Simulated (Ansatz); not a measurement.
# CH₆O₃Sn: a ladder of functionals and wavefunction methods

Aim: compute CH₆O₃Sn with functionals from several rungs and with coupled cluster, and see how far each lands from CCSD(T) at the basis-set limit for the atomisation energy.

The runs use Ansatz 0.2.0, Gaussian basis; functionals in def2-TZVPP, the program's frozen cores in correlated methods.

Plan: LDA (SPW92), PBE-D4, revPBE-D4, BLYP-D4, r2SCAN-D4, B97M-V, PBE0-D4, B3LYP-D4, r2SCANh-D4, r2SCAN0-D4, HSE06-D4, BHLYP-D4, CAM-B3LYP-D4, LC-ωPBE, ωB97X-V, ωB97M-V, B2PLYP, PBE-QIDH; CCSD(T)/def2-SVP; CCSD(T)/def2-TZVPP; MP2/def2-QZVPP; extrapolation to the limit; RPA on PBE.

**1. The geometry**

An earlier PBE0-D4 in a triple-zeta def2 set relaxation fixed the geometry. Sn takes the def2 core potential; no spin-orbit term is included.

SMILES `C[O][SnH]([OH])[OH]`, 11 atoms, charge 0, spin multiplicity 1.

Atoms are counted from 1 here; the program's logs count them from 0.

Bond lengths: C1–O2 1.410 Å, C1–H6 1.098 Å, C1–H7 1.097 Å, C1–H8 1.093 Å, O2–Sn3 1.952 Å, Sn3–O4 1.958 Å, Sn3–O5 1.948 Å, Sn3–H9 1.690 Å, O4–H10 0.960 Å, O5–H11 0.961 Å. Angles: O2–C1–H6 112.3°, O2–C1–H7 112.3°, O2–C1–H8 108.0°, H6–C1–H7 108.2°, H6–C1–H8 107.9°, H7–C1–H8 108.1°, C1–O2–Sn3 120.6°, O2–Sn3–O4 107.7°, O2–Sn3–O5 110.0°, O2–Sn3–H9 108.0°, O4–Sn3–O5 102.6°, O4–Sn3–H9 116.0°, O5–Sn3–H9 112.2°, Sn3–O4–H10 113.3°, Sn3–O5–H11 111.5°.

Coordinates:

```xyz
11
CH6O3Sn
C     0.0200    1.5794   -0.7699
O     0.8638    0.4528   -0.8466
Sn    0.6090   -1.0648    0.3544
O    -1.0643   -1.9492   -0.1484
O     0.2314   -0.4313    2.1576
H    -1.0155    1.3432   -1.0481
H     0.0118    2.0253    0.2319
H     0.3936    2.3295   -1.4722
H     2.0012   -2.0206    0.2908
H    -1.2761   -1.8582   -1.0807
H    -0.7095   -0.4632    2.3517
```

**2. LDA**

This LDA is Slater exchange with PW92 correlation.

Contents of in.yaml:

```yaml
crystal:
  periodic: [false, false, false]
  atoms:
    - {symbol: C, position_ang: [0.020005, 1.579361, -0.769856]}
    - {symbol: O, position_ang: [0.863769, 0.452807, -0.846596]}
    - {symbol: Sn, position_ang: [0.608964, -1.064843, 0.354415]}
    - {symbol: O, position_ang: [-1.064266, -1.949195, -0.148350]}
    - {symbol: O, position_ang: [0.231438, -0.431302, 2.157609]}
    - {symbol: H, position_ang: [-1.015458, 1.343197, -1.048066]}
    - {symbol: H, position_ang: [0.011790, 2.025350, 0.231858]}
    - {symbol: H, position_ang: [0.393624, 2.329486, -1.472199]}
    - {symbol: H, position_ang: [2.001221, -2.020632, 0.290789]}
    - {symbol: H, position_ang: [-1.276147, -1.858179, -1.080747]}
    - {symbol: H, position_ang: [-0.709540, -0.463150, 2.351744]}
basis:
  gaussian: {orbitals: def2-TZVPP}
hamiltonian: {xc: lda}
output: {orbitals: {seedname: orbitals}}
```

After this run come: PBE-D4 (GGA); revPBE-D4 (GGA); BLYP-D4 (GGA); r2SCAN-D4 (meta-GGA); B97M-V (meta-GGA); PBE0-D4 (hybrid); B3LYP-D4 (hybrid); r2SCANh-D4 (hybrid); r2SCAN0-D4 (hybrid); HSE06-D4 (hybrid); BHLYP-D4 (hybrid); CAM-B3LYP-D4 (range-separated); LC-ωPBE-D4 (range-separated); ωB97X-V (range-separated); ωB97M-V (range-separated); B2PLYP (double hybrid); PBE-QIDH (double hybrid); CCSD(T) in def2-SVP; CCSD(T) in def2-TZVPP; MP2 in def2-QZVPP; RPA on PBE orbitals.

Q: Predict the results of all the runs planned. Wanted: atomisation energy, CCSD(T)/CBS; farthest beyond LDA; mean size of error, GGA; mean size of error, meta-GGA; mean size of error, hybrid; mean size of error, range-separated; mean size of error, double hybrid; gap, smallest and largest; T1 diagnostic.

**Answer**, as computed:

```
                               quantity                                      value
        atomisation energy, CCSD(T)/CBS                              3858.0 kJ/mol
 functionals within 38.6 kJ/mol (1.0 %)      PBE-D4, B97M-V, CAM-B3LYP-D4, ωB97X-V
                    farthest beyond LDA                   BHLYP-D4 (-229.7 kJ/mol)
                mean size of error, GGA                                53.7 kJ/mol
           mean size of error, meta-GGA                                37.9 kJ/mol
             mean size of error, hybrid                               118.5 kJ/mol
    mean size of error, range-separated                                43.4 kJ/mol
      mean size of error, double hybrid                               103.1 kJ/mol
              gap, smallest and largest  4.38 eV (LDA (SPW92)), 12.23 eV (LC-ωPBE)
                          T1 diagnostic                                     0.0141
triples share of the correlation energy                                      3.4 %
```

**Reading.** The LDA atomisation energy is off by 586.7 kJ/mol (15 %): it overbinds. PBE-D4 misses by +26.1 kJ/mol. Double hybrids carry the basis error of their MP2 part in triple zeta, and no dispersion term here, so their miss is partly the set-up's. Taken by rung, meta-GGA functionals do best (37.9 kJ/mol on average) and hybrid ones worst beyond LDA (118.5 kJ/mol). The gap between the best rungs is small, so their order is not settled. The mean of the hybrids holds BHLYP, with half exact exchange. Misses under about 38.6 kJ/mol are within the doubt on the reference itself, which lacks core-valence correlation, spin-orbit coupling and higher excitations, and its outer-core shells are covered unevenly. All levels share the lack of spin-orbit coupling, which lowers the free heavy atoms and so the true binding. Hartree-Fock recovers 66 % of the binding; the rest is correlation. CCSD(T) in def2-SVP is off by -332.9 kJ/mol, worse than the median functional, from the basis alone. Orbital gaps span 4.4 to 12.2 eV; exact exchange widens them. Correlated methods include outer-core shells of Sn, which these sets cover unevenly.
